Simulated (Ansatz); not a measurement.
Here is an Ansatz input file for TiO2, space group I4_1/amd. Write the same calculation for the Python package.

```yaml
crystal:
  lattice:
    a: 3.7842
    b: 3.7842
    c: 9.5146
    alpha: 90.0
    beta: 90.0
    gamma: 90.0
  space_group: 141
  setting:
    hermann_mauguin: I41/amd
    origin_choice: 1
  atoms:
    - { symbol: Ti, position: [0.0, 0.0, 0.0] }
    - { symbol: O, position: [0.0, 0.0, 0.2081] }
  reduce_to_primitive: true
basis:
  ecutwfc: 435.382179935808
kpoints:
  mp_grid:
    grid: [8, 8, 8]
hamiltonian:
  xc: pbe
  pseudopotentials:
    kind: paw
scf:
  occupations:
    method: fixed
dielectric: {}
```

`tio2_eps.py`
```python
"""Response of TiO2 to an electric field."""

import warnings

import ansatz as az
import numpy as np

warnings.simplefilter("ignore", az.DeckWarning)

xtal = (
    az.Lattice.from_parameters(3.7842, 3.7842, 9.5146, alpha=90, beta=90, gamma=90)
    .space_group(141, hermann_mauguin="I41/amd", origin_choice=1)
    .atom("Ti", [0.0, 0.0, 0.0])
    .atom("O", [0.0, 0.0, 0.2081])
    .primitive()
)

# an insulator: whole occupations
calculation = (
    xtal.calculation()
    .kpoints(8)
    .basis(16 * az.Ha)
    .pseudopotentials("paw")
    .functional(az.Functional.PBE)
    .occupations("fixed")
    .dielectric()
)
outcome = calculation.run(threads=1, backend="cpu")
response = outcome.dielectric
eps = np.asarray(response.eps_inf)

print(f"mean eps_inf {np.trace(eps) / 3:.3f}, fraction of exact exchange 1/eps = {3 / np.trace(eps):.3f}")
print(np.array2string(eps, precision=3, suppress_small=True))
for site, z in zip(outcome.lattice.sites, response.zstar_e):
    print(f"{site.symbol:2s} Z* trace/3 = {np.trace(z) / 3:+.3f} e")
print(f"charge neutrality missed by {response.zstar_sum_residual_pre_e:.4f} e before the sum rule")
```

```console
$ python tio2_eps.py
mean eps_inf 6.611, fraction of exact exchange 1/eps = 0.151
[[ 6.794 -0.     0.   ]
 [-0.     6.794  0.   ]
 [ 0.     0.     6.246]]
Ti Z* trace/3 = +6.289 e
Ti Z* trace/3 = +6.289 e
O  Z* trace/3 = -3.144 e
O  Z* trace/3 = -3.144 e
O  Z* trace/3 = -3.144 e
O  Z* trace/3 = -3.144 e
charge neutrality missed by 0.0061 e before the sum rule
```

Notes:
- No spin polarisation was allowed.
- Under fixed occupations the level called the Fermi level is the highest filled one on the SCF mesh; off the mesh a filled band can lie a little above it.
- Averages over directions belong to no single polarisation, least of all in layered crystals.
- Pressure is positive in compression.
- The starting cell is as deposited in a crystallographic database; the results hold for this polymorph, which needn't be the stable one.
- This is the electronic (clamped-ion) response; a semilocal gap that is too small tends to raise it. The typed mesh is that of the SCF; the response is solved on denser meshes that the run picks.
- Run time: 5.3 min on 1 thread of Arm Neoverse V1, on a shared host, peak memory 1.6 GiB.

(Lines on the test bed's own set-up are left out of the output.)
